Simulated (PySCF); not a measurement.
# C₄H₈GeSSi: a tour of settings

Which settings matter for C₄H₈GeSSi (`[GeH3][SiH2]c1cccs1`), and how do bad ones show?

The runs use PySCF 2.14.0, with density-fitted response routines of our own; the level of theory stands in each step. All values are computed, except where a source is named. Atoms are numbered from 0 throughout.

## 1. The starting structure

15 atoms, charge 0, multiplicity 1; geometry from: GFN2-xTB.

Bonds of the start (Å): Ge0–Si1 2.34, Si1–C2 1.87, C2–C3 1.36, C3–C4 1.41, C4–C5 1.36, C5–S6 1.72, S6–C2 1.74, Ge0–H7 1.50, Ge0–H8 1.50, Ge0–H9 1.50, Si1–H10 1.47, Si1–H11 1.47, C3–H12 1.08, C4–H13 1.08, C5–H14 1.07.

## 2. J couplings: TPSS/IGLO-III

What the job is given:

```
{"job": {"kind": "j", "xc": "TPSS", "basis": "IGLO-III", "scf": {"diis": false, "max_cycle": 71}}, "charge": 0, "multiplicity": 1}
Ge    -2.786988     0.493444    -0.302019
Si    -1.219788    -1.071083     0.454697
C      0.498668    -0.342756     0.306076
C      1.506602    -0.665418    -0.554387
C      2.658487     0.135773    -0.407537
C      2.516144     1.069396     0.567712
S      0.975441     0.982601     1.320097
H     -2.553460     1.012224    -1.690484
H     -2.894415     1.743532     0.518596
H     -4.199667    -0.008951    -0.357043
H     -1.235265    -2.291400    -0.357723
H     -1.460884    -1.419097     1.859208
H      1.421178    -1.459937    -1.274639
H      3.548363     0.022767    -1.001153
H      3.221171     1.806893     0.896688
```

Level: TPSS/IGLO-III.

The run is started by

```bash
$ OMP_NUM_THREADS=1 python probes_run.py task.json out
```

This one command runs all jobs of the session in turn.

Standard output:

```text
KeyError: 'Element ge (Z=32) not found in basis IGLO-III version 0'
```

It took 0.02 s on 1 thread of Arm Neoverse N1, shared host.

Why it failed: The basis IGLO-III has no functions for an element of the molecule, so the input was refused before any integral. The remedy is to choose a basis that covers all elements.

## 3. Ultraviolet spectrum: B3LYP/3-21G

Same as in step 2 but for these lines:

```diff
@@ -1,2 +1,2 @@
-{"job": {"kind": "j", "xc": "TPSS", "basis": "IGLO-III", "scf": {"diis": false, "max_cycle": 71}}, "charge": 0, "multiplicity": 1}
+{"job": {"kind": "uv", "xc": "B3LYP", "basis": "3-21G", "nstates": 6, "ntriplets": 5, "tda": false, "scf": {"max_cycle": 86}}, "charge": 0, "multiplicity": 3}
 Ge    -2.786988     0.493444    -0.302019
```

With the program's defaults for keys left out, this is: B3LYP/3-21G.

Standard output:

```text
NotImplementedError: this response code serves closed shells only; the SCF ended at -2907.38482676 Eh with <S^2> = 2.0067
```

Wall time 21 s (1 thread of Arm Neoverse N1, shared host); peak memory 0.56 GiB.

**What went wrong.** The input makes an open shell, and this response code serves closed shells alone. Cure: restore the closed-shell charge and spin, or use an unrestricted response code.

## 4. NMR shieldings: PBE0/pcSseg-1

Same as in step 3 but for these lines:

```diff
@@ -1,2 +1,2 @@
-{"job": {"kind": "uv", "xc": "B3LYP", "basis": "3-21G", "nstates": 6, "ntriplets": 5, "tda": false, "scf": {"max_cycle": 86}}, "charge": 0, "multiplicity": 3}
+{"job": {"kind": "nmr", "xc": "PBE0", "basis": "pcSseg-1", "pop": true, "scf": {"aux": "def2-qzvpp-jkfit", "conv": 1e-08}}, "charge": 0, "multiplicity": 1}
 Ge    -2.786988     0.493444    -0.302019
```

Method: GIAO PBE0/pcSseg-1 NMR shielding, non-relativistic, gas phase.

Standard output:

```text
final grid: 124520 points
cycle   1  E = -2920.8705434263  dE =  3.265e-01  |g| = 8.722e-01  |ddm| = 3.909e+00
cycle   2  E = -2920.8322630627  dE =  3.828e-02  |g| = 8.950e-01  |ddm| = 1.030e+00
cycle   3  E = -2920.9230931741  dE = -9.083e-02  |g| = 1.664e-01  |ddm| = 8.003e-01
cycle   4  E = -2920.9297154250  dE = -6.622e-03  |g| = 7.352e-02  |ddm| = 2.783e-01
cycle   5  E = -2920.9310057000  dE = -1.290e-03  |g| = 9.627e-03  |ddm| = 8.012e-02
cycle   6  E = -2920.9310244418  dE = -1.874e-05  |g| = 4.502e-03  |ddm| = 1.395e-02
cycle   7  E = -2920.9310291196  dE = -4.678e-06  |g| = 1.084e-03  |ddm| = 4.634e-03
cycle   8  E = -2920.9310293451  dE = -2.255e-07  |g| = 6.057e-04  |ddm| = 1.599e-03
cycle   9  E = -2920.9310294448  dE = -9.976e-08  |g| = 5.674e-05  |ddm| = 6.220e-04
cycle  10  E = -2920.9310294456  dE = -7.767e-10  |g| = 2.510e-05  |ddm| = 1.065e-04
converged SCF energy = -2920.9310294456

GIAO shielding tensors (ppm)
atom      isotropic    diamagn.    paramagn.     s11        s22        s33       span
  0 Ge    1699.393    2756.980   -1057.587   1672.226   1682.596   1743.355     71.129
  1 Si     423.945     880.289    -456.345    397.678    412.403    461.753     64.075
  2 C       48.890     263.104    -214.214    -28.911     23.935    151.646    180.557
  3 C       45.510     250.512    -205.002    -42.777     37.866    141.440    184.217
  4 C       55.067     254.481    -199.415    -25.906     40.903    150.203    176.109
  5 C       43.475     263.054    -219.578    -49.143     37.182    142.388    191.531
  6 S      238.636    1057.847    -819.211     69.106    263.894    382.908    313.803
  7 H       28.685      29.733      -1.048     22.001     23.840     40.213     18.212
  8 H       28.488      29.462      -0.974     21.393     23.965     40.106     18.712
  9 H       28.569      28.588      -0.019     21.875     22.344     41.488     19.612
 10 H       26.823      28.619      -1.796     22.445     25.721     32.302      9.857
 11 H       26.729      27.941      -1.212     22.922     25.137     32.128      9.206
 12 H       24.233      32.046      -7.813     20.685     23.669     28.346      7.661
 13 H       24.445      30.122      -5.677     21.278     24.792     27.265      5.987
 14 H       24.083      30.869      -6.786     21.321     23.514     27.413      6.091
```

It took 47 s on 1 thread of Arm Neoverse N1, shared host; peak memory 0.8 GiB.

The references, computed at this level on geometries of the same kind, shield at (ppm): ¹H TMS 31.72, ¹³C TMS 186.9, ²⁹Si TMS 349.2, ³³S CS2 504, ⁷³Ge GeMe4 1331. Their shielding less the atom's gives the shift. The references are single molecules in the gas phase. Atoms listed in one row are averaged.

```
     atoms                                          environment  σ (ppm)  δ (ppm)
        C5                  aromatic CH next to the ring sulfur     43.5    143.4
        C3                                          aromatic CH     45.5    141.4
        C2  substituted aromatic carbon next to the ring sulfur     48.9    138.0
        C4                                          aromatic CH     55.1    131.9
       H14   hydrogen on an aromatic CH next to the ring sulfur    24.08     7.63
       H12                           hydrogen on an aromatic CH    24.23     7.48
       H13                           hydrogen on an aromatic CH    24.44     7.27
  H10, H11                hydrogen on a silicon bonded to C, Ge    26.78     4.94
H7, H8, H9                 hydrogen on a germanium bonded to Si    28.58     3.14
       Ge0                          germanium bonded to Si, 3 H     1699     -368
       Si1                         silicon bonded to C, Ge, 2 H    423.9    -74.8
        S6                                 aromatic ring sulfur      239      265
```

The run also stored atomic charges by several schemes (e):

```
atoms  Mulliken    IAO  Hirshfeld  ESP fit
  Ge0     -0.18   0.17       0.19     0.13
  Si1      0.64   0.50       0.24     0.23
   C2     -0.58  -0.43      -0.13    -0.21
   C3     -0.04  -0.17      -0.07     0.02
   C4     -0.05  -0.19      -0.07    -0.31
   C5     -0.27  -0.31      -0.08    -0.17
   S6      0.27   0.34       0.11     0.04
```

Mayer bond orders: Ge0–Si1 0.89, Si1–C2 0.83, C2–C3 1.58, C3–C4 1.28, C4–C5 1.58, C5–S6 1.19, S6–C2 1.15.

Ring of atoms C2, C3, C4, C5, S6: NICS(0) -12.3, NICS(1) -11.6, NICS(1)zz -27.7 ppm (means of both faces).

## 5. Shielding tensors: wB97X/pcSseg-1

Same as in step 4 but for these lines:

```diff
@@ -1,2 +1,2 @@
-{"job": {"kind": "nmr", "xc": "PBE0", "basis": "pcSseg-1", "pop": true, "scf": {"aux": "def2-qzvpp-jkfit", "conv": 1e-08}}, "charge": 0, "multiplicity": 1}
+{"job": {"kind": "nmr", "xc": "wB97X", "basis": "pcSseg-1", "pop": true, "scf": {"conv": 1e-06}}, "charge": 0, "multiplicity": 1}
 Ge    -2.786988     0.493444    -0.302019
```

Method: GIAO wB97X/pcSseg-1 NMR shielding, non-relativistic, gas phase.

Standard output:

```text
final grid: 124520 points
cycle   1  E = -2921.5796851226  dE =  5.801e-01  |g| = 8.374e-01  |ddm| = 3.822e+00
cycle   2  E = -2921.6070461112  dE = -2.736e-02  |g| = 6.903e-01  |ddm| = 8.023e-01
cycle   3  E = -2921.6408362074  dE = -3.379e-02  |g| = 7.132e-02  |ddm| = 3.772e-01
cycle   4  E = -2921.6416107939  dE = -7.746e-04  |g| = 1.348e-02  |ddm| = 9.662e-02
cycle   5  E = -2921.6416705694  dE = -5.978e-05  |g| = 6.731e-03  |ddm| = 3.233e-02
cycle   6  E = -2921.6416829923  dE = -1.242e-05  |g| = 2.129e-03  |ddm| = 1.147e-02
cycle   7  E = -2921.6416844214  dE = -1.429e-06  |g| = 4.683e-04  |ddm| = 3.064e-03
cycle   8  E = -2921.6416846011  dE = -1.796e-07  |g| = 1.980e-04  |ddm| = 1.388e-03
converged SCF energy = -2921.6416846011

GIAO shielding tensors (ppm)
atom      isotropic    diamagn.    paramagn.     s11        s22        s33       span
  0 Ge    1717.509    2756.673   -1039.164   1692.093   1701.824   1758.610     66.517
  1 Si     431.883     880.102    -448.219    406.109    418.896    470.644     64.535
  2 C       48.761     263.604    -214.843    -34.063     23.497    156.848    190.912
  3 C       46.950     251.901    -204.950    -46.247     41.129    145.969    192.216
  4 C       56.996     255.612    -198.616    -28.278     45.156    154.108    182.386
  5 C       43.840     263.705    -219.865    -53.241     37.645    147.117    200.358
  6 S      250.814    1058.388    -807.574     69.213    294.122    389.108    319.895
  7 H       28.847      30.072      -1.225     22.117     23.982     40.442     18.325
  8 H       28.646      29.742      -1.096     21.527     24.102     40.310     18.784
  9 H       28.747      28.642       0.105     22.060     22.505     41.676     19.617
 10 H       27.029      28.813      -1.784     22.631     25.892     32.564      9.933
 11 H       27.004      28.172      -1.168     23.218     25.358     32.436      9.218
 12 H       24.349      32.189      -7.840     20.794     23.677     28.575      7.781
 13 H       24.592      29.919      -5.327     21.364     24.829     27.582      6.217
 14 H       24.151      30.599      -6.449     21.394     23.652     27.406      6.012
```

Run time: 67 s. Hardware: 1 thread of Arm Neoverse N1, shared host; peak memory 1 GiB.

This run: δ C5 145.8, C3 142.7, C2 140.9, C4 132.6, H14 7.66, H12 7.46 ppm.

## 6. Spin-spin couplings: WP04/6-311G**

Same as in step 5 but for these lines:

```diff
@@ -1,2 +1,2 @@
-{"job": {"kind": "nmr", "xc": "wB97X", "basis": "pcSseg-1", "pop": true, "scf": {"conv": 1e-06}}, "charge": 0, "multiplicity": 1}
+{"job": {"kind": "j", "xc": "WP04", "basis": "6-311G**"}, "charge": 0, "multiplicity": 1}
 Ge    -2.786988     0.493444    -0.302019
```

Method: WP04/6-311G** indirect spin-spin coupling, non-relativistic, gas phase.

Standard output:

```text
coarse grid: 60640 points
cycle   1  E = -2944.1184328834  dE = -9.509e-01  |g| = 1.325e+00  |ddm| = 3.414e+00
cycle   2  E = -2943.9906638783  dE =  1.278e-01  |g| = 9.221e-01  |ddm| = 1.294e+00
cycle   3  E = -2944.0656647922  dE = -7.500e-02  |g| = 7.191e-01  |ddm| = 1.528e+00
cycle   4  E = -2944.2011796164  dE = -1.355e-01  |g| = 1.795e-01  |ddm| = 8.010e-01
cycle   5  E = -2944.2092217074  dE = -8.042e-03  |g| = 4.993e-02  |ddm| = 2.115e-01
cycle   6  E = -2944.2096897580  dE = -4.681e-04  |g| = 2.640e-02  |ddm| = 5.161e-02
cycle   7  E = -2944.2098505623  dE = -1.608e-04  |g| = 6.157e-03  |ddm| = 2.409e-02
cycle   8  E = -2944.2098581917  dE = -7.629e-06  |g| = 2.662e-03  |ddm| = 6.751e-03
final grid: 124520 points
cycle   9  E = -2944.2098785951  dE =  8.615e-06  |g| = 6.228e-03  |ddm| = 7.936e-03
cycle  10  E = -2944.2098253233  dE =  5.327e-05  |g| = 1.520e-02  |ddm| = 1.778e-02
cycle  11  E = -2944.2098891318  dE = -6.381e-05  |g| = 6.461e-04  |ddm| = 1.283e-02
cycle  12  E = -2944.2098892320  dE = -1.002e-07  |g| = 1.038e-04  |ddm| = 4.953e-04
cycle  13  E = -2944.2098892346  dE = -2.601e-09  |g| = 3.200e-05  |ddm| = 1.166e-04
cycle  14  E = -2944.2098892349  dE = -2.838e-10  |g| = 7.574e-06  |ddm| = 4.085e-05
converged SCF energy = -2944.2098892349

Indirect spin-spin couplings (Hz)
  i      j    bonds     total        FC       PSO       DSO        SD
  1 Si   2 C    1    -64.663   -65.443     2.121    -0.173    -1.168
  1 Si   3 C    2     -4.589    -4.467    -0.046    -0.015    -0.060
  1 Si   4 C    3     -6.179    -6.059    -0.087     0.034    -0.067
  1 Si   5 C    3     -2.622    -2.372    -0.168     0.043    -0.125
  1 Si   6 S    2     -7.889    -7.929    -0.014    -0.006     0.061
  1 Si   7 H    2    -10.806   -11.109    -0.057     0.415    -0.055
  1 Si   8 H    2    -11.166   -11.467    -0.058     0.417    -0.058
  1 Si   9 H    2    -13.814   -14.109    -0.052     0.413    -0.066
  1 Si  10 H    1   -207.931  -208.183     0.662    -0.405    -0.006
  1 Si  11 H    1   -208.939  -209.198     0.679    -0.410    -0.010
  1 Si  12 H    3     -4.365    -4.340     0.033    -0.079     0.021
  1 Si  13 H    4     -0.431    -0.395    -0.189     0.182    -0.029
  1 Si  14 H    4     -1.836    -1.834    -0.205     0.227    -0.023
  2 C    3 C    1     64.137    71.802    -7.982     0.318         -
  2 C    4 C    2      0.488     0.500    -0.050     0.038         -
  2 C    5 C    2      1.741     3.078    -1.380     0.043         -
  2 C    6 S    1    -25.598   -19.342    -6.317     0.061         -
  2 C    7 H    3     -0.532    -0.547    -0.036     0.051         -
  2 C    8 H    3     -0.836    -0.775    -0.021    -0.041         -
  2 C    9 H    3      6.969     7.382     0.128    -0.541         -
  2 C   10 H    2      6.171     6.241    -0.155     0.086         -
  2 C   11 H    2      3.262     3.299    -0.106     0.069         -
  2 C   12 H    2      9.900    11.116    -1.052    -0.164         -
  2 C   13 H    3      8.818     8.917     0.344    -0.442         -
  2 C   14 H    3      2.809     3.193     0.103    -0.487         -
  3 C    4 C    1     62.366    67.428    -5.328     0.266         -
  3 C    5 C    2      3.567     3.605    -0.060     0.022         -
  3 C    6 S    2     -1.223    -0.735    -0.488     0.000         -
  3 C    9 H    4      0.300     0.548     0.133    -0.382         -
  3 C   10 H    3      1.244     1.259    -0.180     0.165         -
  3 C   11 H    3      3.247     3.344     0.137    -0.234         -
  3 C   12 H    1    172.372   170.946     0.411     1.015         -
  3 C   13 H    2      4.789     5.626    -0.523    -0.314         -
  3 C   14 H    3     10.047    10.274     0.295    -0.522         -
  4 C    5 C    1     74.899    82.550    -7.910     0.259         -
  4 C    6 S    2     -0.515    -0.114    -0.397    -0.004         -
  4 C    8 H    5     -0.170    -0.078     0.067    -0.159         -
  4 C   10 H    4     -0.335    -0.304     0.118    -0.149         -
  4 C   11 H    4     -0.224    -0.108     0.116    -0.232         -
  4 C   12 H    2      5.289     6.107    -0.519    -0.300         -
  4 C   13 H    1    173.176   171.708     0.545     0.924         -
  4 C   14 H    2      4.073     5.239    -0.725    -0.441         -
  5 C    6 S    1    -22.327   -15.872    -6.502     0.048         -
  5 C   10 H    4      0.881     1.018     0.110    -0.247         -
  5 C   11 H    4      0.327     0.452     0.111    -0.235         -
  5 C   12 H    3      9.531     9.687     0.346    -0.502         -
  5 C   13 H    2      7.321     8.624    -0.937    -0.365         -
  5 C   14 H    1    193.062   192.010     0.063     0.989         -
  6 S    8 H    4      0.288     0.254    -0.026     0.059         -
  6 S   10 H    3      4.305     4.376     0.020    -0.091         -
  6 S   11 H    3      0.059     0.062    -0.030     0.027         -
  6 S   12 H    3      2.028     2.124     0.042    -0.139         -
  6 S   13 H    3      1.997     2.060     0.082    -0.145         -
  6 S   14 H    2     10.257    11.414    -1.083    -0.075         -
  7 H    8 H    2     -2.866    -0.452     1.078    -3.493         -
  7 H    9 H    2     -3.103    -0.676     1.112    -3.539         -
  7 H   10 H    3     -1.817    -1.229     0.286    -0.873         -
  7 H   11 H    3     10.867    12.935     1.048    -3.117         -
  7 H   12 H    5      0.190     0.024    -0.054     0.219         -
  8 H    9 H    2     -3.380    -0.928     1.123    -3.575         -
  8 H   10 H    3     10.778    12.849     1.039    -3.110         -
  8 H   11 H    3     -1.742    -1.315     0.212    -0.639         -
  8 H   12 H    5     -0.689    -0.034     0.553    -1.207         -
  8 H   13 H    6     -0.257     0.012     0.498    -0.767         -
  9 H   10 H    3     -1.770    -1.293     0.236    -0.714         -
  9 H   11 H    3     -1.934    -1.331     0.311    -0.914         -
  9 H   12 H    5     -0.964    -0.205     0.411    -1.171         -
  9 H   13 H    6     -0.377     0.218     0.547    -1.143         -
  9 H   14 H    6     -0.893    -0.197     0.562    -1.258         -
 10 H   11 H    2      2.674     3.461     0.771    -1.559         -
 10 H   12 H    4      0.456    -0.137    -0.875     1.468         -
 10 H   14 H    5      0.638     0.986     0.783    -1.131         -
 11 H   12 H    4     -1.003    -0.608     0.597    -0.992         -
 11 H   13 H    5      0.222     0.501     0.753    -1.033         -
 11 H   14 H    5     -0.969    -0.656     0.665    -0.978         -
 12 H   13 H    3      3.130     3.195     0.535    -0.600         -
 13 H   14 H    3      4.575     4.778     0.672    -0.875         -
```

It took 95 s on 1 thread of Arm Neoverse N1, shared host; peak memory 1.1 GiB.

This basis has no tight s functions, so the Fermi-contact terms are rough.

Couplings of 1 Hz or more, nine at most for each number of bonds, with means over like pairs (isotopes 13C, 1H, 33S, 29Si):

```
   pair  bonds  J (Hz)  Fermi contact (Hz)  dihedral (°)
Si1–H10      1  -208.4              -208.7             –
 C5–H14      1   193.1               192.0             –
 C4–H13      1   173.2               171.7             –
 C3–H12      1   172.4               170.9             –
  C4–C5      1    74.9                82.5             –
 Si1–C2      1   -64.7               -65.4             –
  C2–C3      1    64.1                71.8             –
  C3–C4      1    62.4                67.4             –
  C2–S6      1   -25.6               -19.3             –
 Si1–H7      2   -11.9               -12.2             –
 S6–H14      2    10.3                11.4             –
 C2–H12      2     9.9                11.1             –
 Si1–S6      2    -7.9                -7.9             –
 C5–H13      2     7.3                 8.6             –
 C4–H12      2     5.3                 6.1             –
 C3–H13      2     4.8                 5.6             –
 C2–H10      2     4.7                 4.8             –
 Si1–C3      2    -4.6                -4.5             –
 C3–H14      3    10.0                10.3           180
 C5–H12      3     9.5                 9.7           180
 C2–H13      3     8.8                 8.9           180
 Si1–C4      3    -6.2                -6.1           178
H13–H14      3     4.6                 4.8             0
Si1–H12      3    -4.4                -4.3            -2
H12–H13      3     3.1                 3.2             0
 C2–H14      3     2.8                 3.2          -180
 Si1–C5      3    -2.6                -2.4          -178
Si1–H14      4    -1.8                -1.8             –
```

The spin-dipole term was solved for some atoms only; pairs without it lack that part.

The response was solved for the nuclei of C, H, Si alone, so couplings that need other nuclei can be missing.

Quadrupole couplings from the field gradients of the same density:

```
atom  isotope  eQq/h (MHz)     η
  S6      33S        -31.6  0.67
 Ge0     73Ge        5.619  0.11
```

Shifts (PBE0/pcSseg-1, unscaled) and these couplings together give the proton spectrum at 500 MHz below.

¹H NMR δ 7.63 (d, J = 4.6 Hz, 1H), 7.48 (d, J = 3.1 Hz, 1H), 7.27 (dd, J = 4.6, 3.1 Hz, 1H), 4.94 (q, J = 2.4 Hz, 2H), 3.14 (t, J = 2.4 Hz, 3H). The letters are first-order; like nuclei with unlike couplings give more lines.

## 7. Run by run: NMR shifts

Shifts (ppm) of some atoms, chosen among heavy atoms and hydrogens apart, means over like atoms, with basis size and wall time:

```
           run     C5     C3     C2     C4   H10    H7    Si1  functions  time
 PBE0/pcSseg-1  143.4  141.4  138.0  131.9  4.94  3.14  -74.8        197  47 s
wB97X/pcSseg-1  145.8  142.7  140.9  132.6  4.79  3.06  -74.8        197  67 s
```

## 8. Summary of results

```
                                                              quantity                                            value
                                ¹³C shifts against TMS (PBE0/pcSseg-1)                   143.4, 141.4, 138.0, 131.9 ppm
¹H shifts against TMS (PBE0/pcSseg-1, means over atoms taken as alike)                 7.63, 7.48, 7.27, 4.94, 3.14 ppm
                             ⁷³Ge shifts against GeMe4 (PBE0/pcSseg-1)                                         -368 ppm
                               ²⁹Si shifts against TMS (PBE0/pcSseg-1)                                        -74.8 ppm
                                ³³S shifts against CS2 (PBE0/pcSseg-1)                                          265 ppm
                         largest coupling of the table (WP04/6-311G**)                      ¹J(Si,H) Si1–H10, -208.4 Hz
                                              range of the shift of C2                               138.0 to 140.9 ppm
                                         property runs in this session  5, of which 2 failed and 0 gave unsound results
```

What this shows: Single values in the summary come from the first run of each kind that ended normally (WP04/6-311G**; PBE0/pcSseg-1), which need not be the best level. At PBE0/pcSseg-1: Shielding is most anisotropic at S6 (span 314 ppm, paramagnetic term -819 ppm). NICS(1)zz of -28 ppm above the planar ring from C2 marks a diatropic (aromatic) ring current. In the run at WP04/6-311G**, the largest coupling of the table is Si1–H10 (mean over like pairs), -208.4 Hz, of which the Fermi-contact term gives -208.7 Hz. Couplings across rotatable bonds belong to this one conformer; where others are populated, the observed values are averages. Among the atoms with a shift in every run: Across the 2 runs the shift of C2 moves most, between 138.0 (PBE0/pcSseg-1) and 140.9 ppm (wB97X/pcSseg-1). Most of that comes from the computed reference, not from the atom's own shielding. Spin-orbit coupling is left out, which matters for shieldings and couplings at and beside the heavy atoms. Couplings from bases without tight functions are rough.
